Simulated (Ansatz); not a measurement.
Crystal: Hf2Pd2Se2Br2O3.

```xyz
11
Lattice="5.7607 0.0050 -0.0029 -0.5275 5.8466 0.0341 -1.4844 -0.9264 6.6459" Properties=species:S:1:pos:R:3 pbc="T T T"
Hf    3.5658    1.9949    2.3367
Hf    0.5362    2.1009    3.9624
Pd    3.9042   -0.0043    5.6409
Pd    0.4456    4.9498    2.4142
Se    2.0523    1.4944    6.2402
Se    2.4066    4.0824    3.5487
Br    4.1617    5.6554    1.0519
Br   -0.4152    4.0015    5.7576
O     4.5038    1.1491    3.9299
O     1.7546    1.0574    2.7229
O    -0.4225    3.0696    2.4575
```

The cell was built by a generator and needn't be a form met in nature.

Base run:

```yaml
Program: Ansatz 0.2.0
Functional: PBEsol
Potentials_or_basis: Ansatz PAW
Cutoff: 420 eV
Density_cutoff: 1680 eV
k_mesh: 5 × 5 × 4
Occupations: fermi-dirac, width 0.05 eV
Spin: no spin polarisation
```

Its results: band gap on the k mesh 0.18 eV, indirect (least direct gap 0.43 eV); pressure -4.2 GPa; largest force 0.296 eV/Å.

Question: The run is repeated on the same cell with these changes: functional from PBEsol to revPBE. What comes out?

Answer: Band gap on the k mesh 0.24 eV, indirect (least direct gap 0.49 eV); pressure 2.0 GPa; largest force 0.107 eV/Å.

revPBE binds less tightly than PBEsol, so the same cell stands under more pressure.

Caveats: spin-orbit coupling is left out, which moves the levels of the heavy elements; the PAW data sets come from PBE, with cores solved anew for the run's functional, which leaves a small shift of forces and pressure; the potentials were made for another functional, which shifts forces and pressure (some runs).

Not every run made on this cell is shown here.
